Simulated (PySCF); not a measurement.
# C3H7PSi: the cost of one run

The runs use PySCF 2.14.0, with density-fitted response routines of our own; the level of theory stands in each step. All values are computed, except where a source is named. Atoms count from 0, in the outputs and in this text.

### 1 The starting structure

12 atoms, charge 0, multiplicity 1; geometry from: PBE0-D3(BJ)/def2-SVP.

Bonds of the start (Å): C0–C1 1.22, C1–Si2 1.84, Si2–C3 1.87, Si2–P4 2.27, C0–H5 1.08, Si2–H6 1.49, C3–H7 1.10, C3–H8 1.10, C3–H9 1.10, P4–H10 1.43, P4–H11 1.43.

### 2 Nuclear shieldings: PBE0/pcSseg-2

The job: settings as JSON, then the geometry in Å.

```
{"job": {"kind": "nmr", "xc": "PBE0", "basis": "pcSseg-2", "pop": false}, "charge": 0, "multiplicity": 1}
C      2.427155    -1.335903    -0.682562
C      1.435676    -0.796220    -0.226948
Si    -0.058094     0.040429     0.441242
C     -1.606632    -0.719012    -0.291397
P      0.083964     2.211892    -0.196864
H      3.303584    -1.814264    -1.083673
H     -0.046861    -0.114697     1.927761
H     -1.669934    -1.787245    -0.033817
H     -1.596242    -0.625472    -1.387803
H     -2.507361    -0.216047     0.093049
H     -0.900803     2.637949     0.750058
H      1.175459     2.491323     0.681772
```

Level: GIAO PBE0/pcSseg-2 NMR shielding, non-relativistic, gas phase.

Run with:

```
OMP_NUM_THREADS=1 python probes_run.py task.json out
```

This one command runs all jobs of the session in turn.

Q: Estimate the wall time and peak memory of this first job on 1 thread of Arm Neoverse V1, shared host.

About 53 s, with a peak of 1.1 GiB.
